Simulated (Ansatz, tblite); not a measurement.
**(BeS)3 ring (Be3S3): removing an electron**

The task here is to estimate one member of a computed series from the others.

Computed with Ansatz 0.2.0, Gaussian basis. Level: as each input shows.

Levels to be run: charge +1 doublet, at the geometry of the singlet (PBE0-D4/def2-TZVP, PBE-D4/def2-TZVP, r2SCAN-D4/def2-TZVP, LC-ωPBE(0.10)/def2-TZVP, LC-ωPBE(0.15)/def2-TZVP, LC-ωPBE(0.20)/def2-TZVP, LC-ωPBE(0.30)/def2-TZVP, CCSD(T)/def2-TZVPP); charge +1 doublet, relaxed (PBE0-D4/def2-TZVP, PBE-D4/def2-TZVP); the starting singlet's energies come from earlier runs.

## The structure

The singlet was relaxed beforehand with PBE-D4/def2-SVP.

6 atoms, charge 0, spin multiplicity 1.

Atoms are counted from 1 here; the program's logs count them from 0.

Bond lengths: Be1–S2 1.920 Å, Be1–S6 1.920 Å, S2–Be3 1.920 Å, Be3–S4 1.920 Å, S4–Be5 1.920 Å, Be5–S6 1.920 Å. Angles: S2–Be1–S6 161.4°, Be1–S2–Be3 78.6°, S2–Be3–S4 161.4°, Be3–S4–Be5 78.6°, S4–Be5–S6 161.4°, Be1–S6–Be5 78.6°.

The first run:

Input file in.yaml:

```yaml
crystal:
  periodic: [false, false, false]
  atoms:
    - {symbol: Be, position_ang: [0.621020, 1.223269, -0.301755]}
    - {symbol: S, position_ang: [-1.215150, 1.775982, -0.392389]}
    - {symbol: Be, position_ang: [-1.401330, -0.082771, 0.049852]}
    - {symbol: S, position_ang: [-0.967070, -1.904903, 0.469923]}
    - {symbol: Be, position_ang: [0.780319, -1.140469, 0.251991]}
    - {symbol: S, position_ang: [2.182212, 0.128893, -0.077610]}
basis:
  gaussian: {orbitals: def2-SVP}
total_charge: 1
magnetization: {spin_polarized: true, initial_magnetization: 1}
hamiltonian: {xc: pbe0, dispersion: d4}
output: {orbitals: {seedname: orbitals}}
```

Launch:

```bash
$ ansatz run in.yaml --threads 4 --pin off --events-out ev --progress --plain --max-ram 3916MiB
```

Steps of the session up to this table: Charge +1 doublet at the fixed geometry, first pass, PBE0-D4/def2-SVP; Charge +1 doublet at the fixed geometry, PBE0-D4/def2-TZVP; Charge +1 doublet at the fixed geometry, PBE-D4/def2-TZVP; Charge +1 doublet at the fixed geometry, r2SCAN-D4/def2-TZVP; Charge +1 doublet at the fixed geometry, LC-ωPBE(0.10)/def2-TZVP; Charge +1 doublet at the fixed geometry, LC-ωPBE(0.15)/def2-TZVP; Charge +1 doublet at the fixed geometry, LC-ωPBE(0.20)/def2-TZVP; Charge +1 doublet at the fixed geometry, LC-ωPBE(0.30)/def2-TZVP; Charge +1 doublet at the fixed geometry, CCSD(T)/def2-TZVPP.

One of the session's tables, all rows but one given; the rest of the session is left out.

It belongs to the step «Vertical ionisation energy». 

| method | vertical ionisation energy (eV) |
| --- | --- |
| HF/def2-TZVPP | 8.91 |
| PBE-D4/def2-TZVP | 9.21 |
| r2SCAN-D4/def2-TZVP | 9.39 |
| PBE0-D4/def2-TZVP | 9.57 |
| MP2/def2-TZVPP | 10.01 |
| CCSD/def2-TZVPP | 9.76 |
| CCSD(T)/def2-TZVPP | ? |

Q: Estimate the row for CCSD(T)/def2-TZVPP from the others.

As computed: vertical ionisation energy (eV): 9.77. In the column «vertical ionisation energy (eV)» it lies between CCSD/def2-TZVPP (9.76) and MP2/def2-TZVPP (10.01).
